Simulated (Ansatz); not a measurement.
# AlBrH5N: the cost of one run

All numbers below are computed with Ansatz 0.2.0 (RHF/def2-SVP).

## 1. The structure to begin with

Bond lengths: Al1–H3 1.560 Å, Al1–N4 1.920 Å, N4–H5 1.060 Å, N4–H6 1.060 Å, Al1–Br7 2.710 Å. Angles: H3–Al1–N4 120.0°, H3–Al1–Br7 105.4°, N4–Al1–Br7 92.8°, Al1–N4–H5 120.0°, Al1–N4–H6 120.0°, H5–N4–H6 120.0°.

Coordinates:

```xyz
8

Al    0.0000    0.0000    0.0000
H     0.0000    0.0000    1.9100
H     1.3510    0.0000   -0.7800
N    -1.6627    0.0000   -0.9600
H    -2.3316   -0.8164   -0.8614
H    -1.9118    0.8164   -1.5886
Br   -0.3390    2.5493    0.8545
H    -0.1270    0.9549    2.0002
```

## 2. A restrained relaxation towards end A

Springs on the bonds that form and break draw the guess towards this end; the thresholds are loose.

Input file input.yaml:

```yaml
crystal:
  periodic: [false, false, false]
  atoms:
    - { symbol: Al, position_ang: [0.0, 0.0, 0.0] }
    - { symbol: H, position_ang: [0.0, 0.0, 1.91] }
    - { symbol: H, position_ang: [1.351, 0.0, -0.78] }
    - { symbol: "N", position_ang: [-1.6627, 0.0, -0.96] }
    - { symbol: H, position_ang: [-2.3316, -0.8164, -0.8614] }
    - { symbol: H, position_ang: [-1.9118, 0.8164, -1.5886] }
    - { symbol: Br, position_ang: [-0.339, 2.5493, 0.8545] }
    - { symbol: H, position_ang: [-0.127, 0.9549, 2.0002] }
basis:
  gaussian: { orbitals: def2-SVP }
hamiltonian:
  xc: hf
relax:
  f_tol: 0.15
  max_steps: 25
  restrain:
    - { distance: [0, 6], at: 3.61, k: 30.0 }
    - { distance: [7, 1], at: 1.86, k: 30.0 }
    - { distance: [0, 1], at: 1.56, k: 30.0 }
    - { distance: [7, 6], at: 1.55, k: 30.0 }
```

Launch:

```sh
$ ansatz run input.yaml --threads 1 --pin off --max-ram 2048MiB --backend cpu --events-out ev --progress --plain --runs-dir out
```

**Question.** How long does this run take on 1 thread of Arm Neoverse V1, shared host, and how much memory does it need?

About 22 s, with a peak of 0.17 GiB.
